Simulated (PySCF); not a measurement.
# C4H7B: the cost of one run

Programs: PySCF 2.14.0, with density-fitted response routines of our own. Each step states its level of theory. These are calculated values for one molecule in the gas phase, unless marked as measured. Atoms count from 0, in the outputs and in this text.

### Step 1. Starting geometry

12 atoms, charge 0, multiplicity 1; geometry from: PBE0-D3(BJ)/def2-SVP.

Bonds of the start (Å): B0–C1 1.57, C1–C2 1.45, C2–C3 1.21, C3–C4 1.45, B0–H5 1.21, B0–H6 1.21, C1–H7 1.11, C1–H8 1.11, C4–H9 1.10, C4–H10 1.10, C4–H11 1.10.

### Step 2. NMR shieldings: PBE0/pcSseg-2

What the job is given:

```
{"job": {"kind": "nmr", "xc": "PBE0", "basis": "pcSseg-2", "pop": false}, "charge": 0, "multiplicity": 1}
B     -1.786200    -0.348094    -1.682961
C     -0.267181    -0.603629    -1.404084
C      0.296481    -0.144921    -0.145502
C      0.747540     0.246581     0.909774
C      1.295316     0.714188     2.173543
H     -2.237748    -0.711681    -2.745721
H     -2.513956     0.183494    -0.879144
H      0.290779    -0.191472    -2.269505
H     -0.127260    -1.698400    -1.529280
H      2.307323     1.128966     2.041861
H      1.366263    -0.106875     2.904484
H      0.666392     1.501868     2.617764
```

Level: GIAO PBE0/pcSseg-2 NMR shielding, non-relativistic, gas phase.

On the command line:

```bash
OMP_NUM_THREADS=1 python probes_run.py task.json out
```

This one command runs all jobs of the session in turn.

**Question.** How long does this first job take on 1 thread of Arm Neoverse V1, shared host, and how much memory does it need?

About 32 s, with a peak of 1 GiB.
